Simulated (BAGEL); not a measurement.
**Br2 (bromine), step by step**

Aim: a single-point energy (HF/def2-SV(P)), then the energy (NEVPT2(2,2)/def2-SV(P)), then the energy (CASPT2(2,2)/def2-SV(P)) of Br2 (bromine). 

Program for the calculation: BAGEL 1.2.2.

### Step 1. The molecule

Br2: 2 atoms, total charge 0, spin state singlet. SMILES: `BrBr`. The Br1–Br2 distance was set to 1.939 Å, away from the relaxed value.

Bond lengths: Br1–Br2 1.939 Å.

### Step 2. The energy at HF/def2-SV(P) (density fitting with svp-jkfit) (run 1)

File job.json:

```json
{ "bagel": [

{
  "title": "molecule",
  "basis": "def2-sv_p_.json",
  "df_basis": "svp-jkfit",
  "angstrom": false,
  "geometry": [
    { "atom": "Br", "xyz": [  1.28704711, -0.43042292,  0.65943694 ] },
    { "atom": "Br", "xyz": [ -1.83866572,  0.61489798, -0.94206627 ] }
  ]
},
{ "title": "hf" },
{ "title": "print", "file": "orbitals.molden", "orbitals": true }

]}
```

The basis set def2-SV(P) is read from a file made from the Basis Set Exchange's data (not shown).

Run with:

```sh
$ BAGEL_NUM_THREADS=1 BAGEL job.json > job.out
```

Output:

```text
* using 1 threads per process

  ===============================================================
  ===============================================================

  *** Geometry ***

  { "atom" : "Br", "xyz" : [      1.287047,     -0.430423,      0.659437 ] },
  { "atom" : "Br", "xyz" : [     -1.838666,      0.614898,     -0.942066 ] },

  Number of auxiliary basis functions:      532

  Since a DF basis is specified, we compute 2- and 3-index integrals:
    o Being stored without compression. Storage requirement is 0.017 GB

  Number of basis functions:       64
  Number of electrons      :       70

    * METHOD: MOLECULE                             0.26

  *** RHF ***

  === Nuclear Repulsion ===
   334.3005327583

      * DIIS with orbital gradients will be used.

  === RHF iteration (def2-sv_p_.json) ===
      0      -5144.10131207          0.00660180           0.10
      1      -5144.11411461          0.00191035           0.09
      2      -5144.11557639          0.00051813           0.10
      3      -5144.11571292          0.00012964           0.10
      4      -5144.11571830          0.00001759           0.10
      5      -5144.11571843          0.00000177           0.10
      6      -5144.11571844          0.00000032           0.10
      7      -5144.11571844          0.00000002           0.10
      8      -5144.11571844          0.00000000           0.11
    * SCF iteration converged.

    * Permanent dipole moment:
           (    0.000000,     0.000000,    -0.000000) a.u.

    * METHOD: HF                                   1.09

    * METHOD: PRINT                                0.01

  ===============================================================
```

Run time: 1.6 s. Hardware: 1 thread of Arm Neoverse V2, shared host; peak memory 0.11 GiB.

### Step 3. A single-point energy at NEVPT2(2,2)/def2-SV(P) (density fitting with svp-jkfit) (run 2)

File nevpt2.json:

```json
{ "bagel" : [

{
  "title" : "molecule",
  "basis" : "def2-sv_p_.json",
  "df_basis" : "svp-jkfit",
  "geometry" : [
    { "atom" : "Br", "xyz" : [  1.28704711, -0.43042292,  0.65943694 ] },
    { "atom" : "Br", "xyz" : [ -1.83866572,  0.61489798, -0.94206627 ] }
  ]
},
{ "title" : "hf" },
{ "title" : "nevpt2", "nstate" : 1, "nact" : 2, "nclosed" : 34, "active" : [29, 36], "maxiter" : 200, "natocc" : true, "ncore" : 18 },
{ "title" : "print", "file" : "orbitals.molden", "orbitals" : true }

]}
```

The basis set def2-SV(P) is read from a file made from the Basis Set Exchange's data (not shown).

Run with:

```sh
$ BAGEL_NUM_THREADS=1 BAGEL nevpt2.json > nevpt2.out
```

Output:

```text
* using 1 threads per process

  ===============================================================
  ===============================================================

  *** Geometry ***

  { "atom" : "Br", "xyz" : [      1.287047,     -0.430423,      0.659437 ] },
  { "atom" : "Br", "xyz" : [     -1.838666,      0.614898,     -0.942066 ] },

  Number of auxiliary basis functions:      532

  Since a DF basis is specified, we compute 2- and 3-index integrals:
    o Being stored without compression. Storage requirement is 0.017 GB

  Number of basis functions:       64
  Number of electrons      :       70

    * METHOD: MOLECULE                             0.26

  *** RHF ***

  === Nuclear Repulsion ===
   334.3005327583

      * DIIS with orbital gradients will be used.

  === RHF iteration (def2-sv_p_.json) ===
      0      -5144.10131207          0.00660180           0.11
      1      -5144.11411461          0.00191035           0.10
      2      -5144.11557639          0.00051813           0.10
      3      -5144.11571292          0.00012964           0.10
      4      -5144.11571830          0.00001759           0.11
      5      -5144.11571843          0.00000177           0.10
      6      -5144.11571844          0.00000032           0.11
      7      -5144.11571844          0.00000002           0.10
      8      -5144.11571844          0.00000000           0.10
    * SCF iteration converged.

    * Permanent dipole moment:
           (    0.000000,     0.000000,    -0.000000) a.u.

    * METHOD: HF                                   1.14

    * freezing 18 orbitals
  ---------------------------
      CASSCF calculation
  ---------------------------

    ==== Active orbitals : =====
         Orbital 29
         Orbital 36
    ============================

    * nstate   :      1
    * nclosed  :     34
    * nact     :      2
    * nvirt    :     28
  === CASSCF iteration (def2-sv_p_.json) ===

    * Using the second-order algorithm

      0  0     -5144.11643649     1.21e-04      0.03

      1  0     -5144.11916131     3.15e-04      0.42

      2  0     -5144.12152788     6.16e-04      0.41

      3  0     -5144.12445296     2.37e-04      0.48

      4  0     -5144.12480914     9.81e-05      0.44

      5  0     -5144.12489588     5.01e-05      0.43

      6  0     -5144.12490516     1.55e-05      0.45

      7  0     -5144.12490567     3.56e-06      0.46

      8  0     -5144.12490569     7.69e-07      0.44

      9  0     -5144.12490569     1.65e-07      0.48

     10  0     -5144.12490569     3.52e-08      0.52

     11  0     -5144.12490569     7.49e-09      0.44

    * Second-order optimization converged. *

     guess   0:   closed 1.                   open ..

  === FCI iteration ===

      0  0     -5144.11556859     5.03e-02      0.00
      1  0 *   -5144.12490569     1.98e-11      0.00

     * ci vector, state   0, <S^2> = 0.0000
       2.    -0.9957268004
       .2     0.0923479230

  === DF-NEVPT2 calculation ===

    * 3-index integral transformation done
    * assembly done

      NEVPT2 correlation energy:   -0.4501950080      0.06

          (+0)     -0.3448122364
          (+0)'    -0.0289938018
          (+1)     -0.0212912342
          (+1)'    -0.0000000000
          (+2)     -0.0021825383
          (-1)     -0.0484056448
          (-1)'     0.0000000000
          (-2)     -0.0045095524

      NEVPT2 total energy:       -5144.5751007016

    * METHOD: NEVPT2                               5.43

    * METHOD: PRINT                                0.01

  ===============================================================
```

Run time: 7.2 s. Hardware: 1 thread of Arm Neoverse V2, shared host; peak memory 0.14 GiB.

### Step 4. The energy at CASPT2(2,2)/def2-SV(P) (density fitting with svp-jkfit) (run 3)

File caspt2.json:

```json
{ "bagel" : [

{
  "title" : "molecule",
  "basis" : "def2-sv_p_.json",
  "df_basis" : "svp-jkfit",
  "geometry" : [
    { "atom" : "Br", "xyz" : [  1.28704711, -0.43042292,  0.65943694 ] },
    { "atom" : "Br", "xyz" : [ -1.83866572,  0.61489798, -0.94206627 ] }
  ]
},
{
  "title" : "hf"
},
{
  "title" : "casscf",
  "nstate" : 1,
  "nact" : 2,
  "nclosed" : 34,
  "active" : [29, 36],
  "maxiter" : 200,
  "natocc" : true
},
{
  "title" : "print",
  "file" : "orbitals.molden",
  "orbitals" : true
},
{
  "title" : "smith",
  "method" : "caspt2",
  "ms" : true,
  "xms" : true,
  "sssr" : true,
  "shift" : 0.2,
  "shift_imag" : true,
  "ncore" : 18
}

]}
```

The basis set def2-SV(P) is read from a file made from the Basis Set Exchange's data (not shown).

Run with:

```sh
$ BAGEL_NUM_THREADS=1 BAGEL caspt2.json > caspt2.out
```

Output:

```text
* using 1 threads per process

  ===============================================================
  ===============================================================

  *** Geometry ***

  { "atom" : "Br", "xyz" : [      1.287047,     -0.430423,      0.659437 ] },
  { "atom" : "Br", "xyz" : [     -1.838666,      0.614898,     -0.942066 ] },

  Number of auxiliary basis functions:      532

  Since a DF basis is specified, we compute 2- and 3-index integrals:
    o Being stored without compression. Storage requirement is 0.017 GB

  Number of basis functions:       64
  Number of electrons      :       70

    * METHOD: MOLECULE                             0.27

  *** RHF ***

  === Nuclear Repulsion ===
   334.3005327583

      * DIIS with orbital gradients will be used.

  === RHF iteration (def2-sv_p_.json) ===
      0      -5144.10131207          0.00660180           0.10
      1      -5144.11411461          0.00191035           0.10
      2      -5144.11557639          0.00051813           0.10
      3      -5144.11571292          0.00012964           0.10
      4      -5144.11571830          0.00001759           0.10
      5      -5144.11571843          0.00000177           0.10
      6      -5144.11571844          0.00000032           0.10
      7      -5144.11571844          0.00000002           0.10
      8      -5144.11571844          0.00000000           0.10
    * SCF iteration converged.

    * Permanent dipole moment:
           (    0.000000,     0.000000,    -0.000000) a.u.

    * METHOD: HF                                   1.09

  ---------------------------
      CASSCF calculation
  ---------------------------

    ==== Active orbitals : =====
         Orbital 29
         Orbital 36
    ============================

    * nstate   :      1
    * nclosed  :     34
    * nact     :      2
    * nvirt    :     28
  === CASSCF iteration (def2-sv_p_.json) ===

    * Using the second-order algorithm

      0  0     -5144.11643649     1.21e-04      0.03

      1  0     -5144.11916131     3.15e-04      0.41

      2  0     -5144.12152788     6.16e-04      0.39

      3  0     -5144.12445296     2.37e-04      0.48

      4  0     -5144.12480914     9.81e-05      0.45

      5  0     -5144.12489588     5.01e-05      0.45

      6  0     -5144.12490516     1.55e-05      0.45

      7  0     -5144.12490567     3.56e-06      0.46

      8  0     -5144.12490569     7.69e-07      0.46

      9  0     -5144.12490569     1.65e-07      0.46

     10  0     -5144.12490569     3.52e-08      0.51

     11  0     -5144.12490569     7.49e-09      0.43

    * Second-order optimization converged. *

     guess   0:   closed 1.                   open ..

  === FCI iteration ===

      0  0     -5144.11556859     5.03e-02      0.00
      1  0 *   -5144.12490569     1.98e-11      0.00

     * ci vector, state   0, <S^2> = 0.0000
       2.    -0.9957268004
       .2     0.0923479230

    * METHOD: CASSCF                               5.19

    * METHOD: PRINT                                0.01

  === SMITH program ===

    * freezing 18 orbitals

    * Approximate memory requirement for SMITH calulation per MPI process:
      o Storage requirement for T-amplitude, lambda, and residual is 0.01 GB
      o Storage requirement for MO integrals is 0.00 GB
    * Calculating and saving rdm4f

    * Zeroth order energy : state  0       -1.2041717569

    * CASPT2 iteration is performed using orthogonal basis

      -------------------------------------------  CASPT2 iteration  ---------------------------------------------------
       #      aibj      arbs      arbi      airj      risj      airs      arst      rist         Etot      error   time
      ------------------------------------------------------------------------------------------------------------------

       0  -0.34405  -0.00524  -0.04802  -0.02145  -0.00263  -0.02514  -0.00000  -0.00000   -0.4465193  0.0019729   0.03
       1  -0.34418  -0.00529  -0.04821  -0.02171  -0.00274  -0.02558  -0.00000  -0.00000   -0.4477053  0.0003098   0.03
       2  -0.34417  -0.00529  -0.04820  -0.02172  -0.00275  -0.02561  -0.00000  -0.00000   -0.4477371  0.0000522   0.03
       3  -0.34417  -0.00529  -0.04820  -0.02171  -0.00275  -0.02561   0.00000  -0.00000   -0.4477379  0.0000094   0.03
       4  -0.34417  -0.00529  -0.04820  -0.02171  -0.00275  -0.02561   0.00000   0.00000   -0.4477380  0.0000016   0.04
       5  -0.34417  -0.00529  -0.04820  -0.02171  -0.00275  -0.02561  -0.00000   0.00000   -0.4477380  0.0000002   0.04

      ------------------------------------------------------------------------------------------------------------------

    * CASPT2 energy : state  0    -5144.5742994514
        w/o shift correction      -5144.5726436452
        reference weight              0.8995533897

    * METHOD: SMITH                                0.42

  ===============================================================
```

It took 7.2 s on 1 thread of Arm Neoverse V2, shared host; peak memory 0.14 GiB.

### Step 5. What came out

| quantity | value |
| --- | --- |
| run 1, HF/def2-SV(P): total energy | -5144.11572 Eh |
| run 1, HF/def2-SV(P): dipole moment | 0.00 D |
| run 1, HF/def2-SV(P): HOMO energy | -10.13 eV |
| run 1, HF/def2-SV(P): LUMO energy | 3.37 eV |
| run 1, HF/def2-SV(P): HOMO–LUMO gap | 13.49 eV |
| run 2, NEVPT2(2,2)/def2-SV(P): total energy | -5144.57510 Eh |
| run 3, CASPT2(2,2)/def2-SV(P): total energy | -5144.57430 Eh |
